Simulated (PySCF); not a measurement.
# GaP−: from the state search to spectroscopic constants

One job finds the state of GaP−, follows it along the bond with each method and fits the curves.

Method: Ga def2-TZVPPD, P def2-TZVPPD, no relativity; program: PySCF 2.14.0.

2 further runs of the same task are left out: 2 set aside as unsound or not needed.

### 1 The job

A driver script around PySCF takes these settings:

* atoms: Ga, P
* charge: -1
* basis: Ga def2-TZVPPD, P def2-TZVPPD
* Hamiltonian: no relativity
* basis functions: 102
* electrons treated: 47
* masses in u: 68.9256, 30.9738
* levels: PBE0, PBE, r²SCAN, BP86, B3LYP, M06-2X, PBEsol, revPBE, HSE06, MP2, SCS-MP2, CCSD, CCSD(T)
* grid: 80 radial by 434 angular points
* occupations: held fixed by the projection of orbital angular momentum
* dissociation limit: Ga + P−, each in its ground configuration
* starting distance in angstrom: 2.370
* values of 2S to try: 1, 3

Command:

```bash
> OMP_NUM_THREADS=2 python dia.py task.json out
```

Further steps of the session: The PBE0 curve of the state that the search chose; Excited determinants; PBE; r²SCAN (meta-GGA); BP86 (GGA); B3LYP (global hybrid GGA); M06-2X (hybrid meta-GGA); PBEsol (GGA); revPBE (GGA); HSE06 (range-separated hybrid); Adding correlation.

**Question.** What will these runs give? Wanted: for each run, Re; ωe; De; μ.

**Answer**, as computed:

Lowest PBE0 solution found, without spin–orbit coupling: ²Σ⁺ (doublet), unpaired electrons σ ↑. State 2 has its PBE0 minimum 0.02 eV higher. The other levels ran on the lowest alone.

```
       level  Re (Å)  ωe (cm⁻¹)  De (eV)  μ (D)
   ROHF-CCSD   2.141        448     3.29    n/a
ROHF-CCSD(T)   2.146        443     3.63    n/a
         PBE   2.144        434     3.83  -3.57
      PBEsol   2.126        447     4.12  -3.49
      revPBE   2.154        428     3.58  -3.62
        BP86   2.147        429     3.77  -3.56
      r²SCAN   2.123        451     3.77  -3.59
       B3LYP   2.148        429     3.42  -3.81
        PBE0   2.129        450     3.55  -3.82
       HSE06   2.131        447     3.57  -3.76
      M06-2X   2.143        449     3.42  -4.31
```

De is counted to Ga + P− in their ground configurations. A positive dipole points from Ga to P; in an ion it is taken about the centre of mass and does not tell which atom is negative. No constants: ROHF-MP2 (the points don't follow one smooth fit); ROHF-SCS-MP2 (the points don't follow one smooth fit).

Differences from CCSD(T) in the same basis:

```
    level  Re (mÅ)  ωe (%)
ROHF-CCSD       -5    +1.1
      PBE       -2    -2.1
   PBEsol      -20    +0.9
   revPBE       +8    -3.5
     BP86       +2    -3.2
   r²SCAN      -23    +1.8
    B3LYP       +3    -3.2
     PBE0      -17    +1.4
    HSE06      -14    +0.7
   M06-2X       -3    +1.3
```

**Reading.** Judged by CCSD(T) in the same basis: best bond length PBE and BP86 (2 mÅ off), worst r²SCAN (-23 mÅ); best wavenumber HSE06 (+0.7 %), worst revPBE (-3.5 %). Of the levels with a De here, ROHF-CCSD gives the least (3.29 eV) and PBEsol the most (4.12 eV).

Correlated steps freeze 14 core orbitals. With some functionals the highest level of the anion is positive, from self-interaction error or because the anion is truly unbound there; the finite basis then holds the extra electron, and no neutral molecule was run to test the binding.
